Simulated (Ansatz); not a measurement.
# C₂H₃FTe: basis-set convergence

An exercise on one series of results from a longer session: the logs are not shown, and one member is left open.

Program: Ansatz 0.2.0, Gaussian basis. Level of theory: one geometry, several basis sets. These are calculated values, not measurements.

Plan: PBE0-D4/def2-SVP; ωB97M-V/def2-SVP; PBE0-D4/def2-QZVPP; ωB97M-V/def2-QZVPP; the functionals' def2-TZVPP values are taken from earlier runs.

## The geometry

An earlier PBE0-D4 in a triple-zeta def2 set relaxation fixed the geometry. Te takes the def2 core potential; no spin-orbit term is included.

7 atoms, charge 0, spin multiplicity 1.

Atoms are counted from 1 here; the program's logs count them from 0.

Bond lengths: F1–C2 1.346 Å, C2–C3 1.450 Å, C2–Te4 2.183 Å, C2–H5 1.084 Å, C3–Te4 2.183 Å, C3–H6 1.083 Å, C3–H7 1.083 Å. Angles: F1–C2–C3 117.4°, F1–C2–Te4 117.6°, F1–C2–H5 111.8°, C3–C2–Te4 70.6°, C3–C2–H5 120.8°, Te4–C2–H5 112.8°, C2–C3–Te4 70.6°, C2–C3–H6 118.6°, C2–C3–H7 116.6°, Te4–C3–H6 113.4°, Te4–C3–H7 112.8°, H6–C3–H7 116.3°, C2–Te4–C3 38.8°.

Set-up of the first run:

in.yaml

```yaml
crystal:
  periodic: [false, false, false]
  atoms:
    - {symbol: F, position_ang: [-1.122125, -0.980953, 0.990168]}
    - {symbol: C, position_ang: [-0.325680, -0.636009, -0.039027]}
    - {symbol: C, position_ang: [0.537208, 0.514769, 0.141624]}
    - {symbol: Te, position_ang: [-0.998200, 0.985196, -1.336948]}
    - {symbol: H, position_ang: [0.015502, -1.503538, -0.593050]}
    - {symbol: H, position_ang: [1.537430, 0.482240, -0.271975]}
    - {symbol: H, position_ang: [0.417065, 1.070296, 1.063608]}
basis:
  gaussian: {orbitals: def2-SVP}
hamiltonian: {xc: pbe0, dispersion: d4}
output: {orbitals: {seedname: orbitals}}
```

Started as:

```console
$ ansatz run in.yaml --threads 2 --pin off --events-out ev --progress --plain --max-ram 4352MiB
```

Steps of the session up to this table: PBE0-D4 in def2-SVP; ωB97M-V in def2-SVP; PBE0-D4 in def2-QZVPP; ωB97M-V in def2-QZVPP.

One of the session's tables, all rows but one given; the rest of the session is left out.

It belongs to the step «Density functionals: the series». 

```
functional       basis  HOMO (eV)
   PBE0-D4    def2-SVP      -5.99
   PBE0-D4  def2-TZVPP      -6.10
   PBE0-D4  def2-QZVPP      -6.13
   ωB97M-V    def2-SVP      -8.07
   ωB97M-V  def2-TZVPP          ?
   ωB97M-V  def2-QZVPP      -8.23
```

Estimate the missing values for ωB97M-V, def2-TZVPP.

As computed: HOMO (eV): -8.20. In the column «HOMO (eV)» it lies between ωB97M-V, def2-QZVPP (-8.23) and ωB97M-V, def2-SVP (-8.07).
